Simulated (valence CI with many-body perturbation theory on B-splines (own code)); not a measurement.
# Levels and ionisation energy of Te³⁷⁺

Aim: the low levels of Te³⁷⁺, its ionisation energy, and how pure its levels are, set against NIST.

Method: configuration interaction of the valence electrons, many-body perturbation theory for a frozen closed Dirac-Fock core, no-pair Dirac Hamiltonian, B-spline basis. Code: an in-house CI+MBPT code version 3.

## (1) The system

```
element                                      : tellurium (Z = 52, A = 130)
charge                                       : +37
frozen core                                  : [Ne]
start configuration of the valence electrons : 3s2 3p3
nuclear rms radius                           : 4.7423 fm
```

## (2) The calculation

Input settings:

```ini
atom Te  Z=52  mass_number=130  rms_radius_fm=4.7423
core [Ne]
valence 3s2 3p3
avg = 1
basis = M
breit = 1
cap = 40000
capref = 1200
cscale = 1
de = 0.0
dress = 0
eps = 2e-08
h = 0.27
hh = 1
l2 = 3
lcore = 6
maxit = 60
n2 = 5
natural = 1
nlev = 45
nno = [5, 5, 5, 4, 2, 1]
nroot = 26
nsp = [4, 4, 3, 2, 1, 0]
pt2 = 1
qed = 1
rpa = 1
s1 = 1
s2 = 1
s3 = 1
screen = 1
tol = 2e-05
```

Launch:

```console
> python run_cv.py task.json out
```

task.json holds these settings.

What does the calculation give? Wanted: for each run, computed; tabulated.

The runs gave:

| quantity | computed | tabulated |
| --- | --- | --- |
| lowest level | 3s2 3p3 ²P° 3/2 | 3p3 ⁴S°3/2 |
| first excitation | 3s2 3p3 ⁴S° 3/2, 58.64 eV | - |
| ionisation energy, to 3s2 3p2 ³P J = 0 | 2554.4 eV | 2552 ± 4 eV (tabulated theoretical) |
| dipole polarisability of the lowest level | 0.01513 bohr³ | - |
| hyperfine A/(μ/I) of the lowest level | 56336 MHz | - |
| no level missing from the run's list below | 351.77 eV | - |

The ionisation energy is 2.4 eV (0.09 %) above the NIST entry, whose uncertainty is 4 eV. Of the added terms Breit moves the ionisation energy most, by -1.5 eV. The lowest level is 98 % 3s2 3p3, but only 43 % ²P° beside 32 % ⁴S°, so its LS name says little. Cautions: intervals between levels of different J carry noise of about a tenth of the second-order remainder, tens of cm⁻¹ or more; by estimate large intervals hold to a few tenths of a per cent, small ones and the rates on them less well.
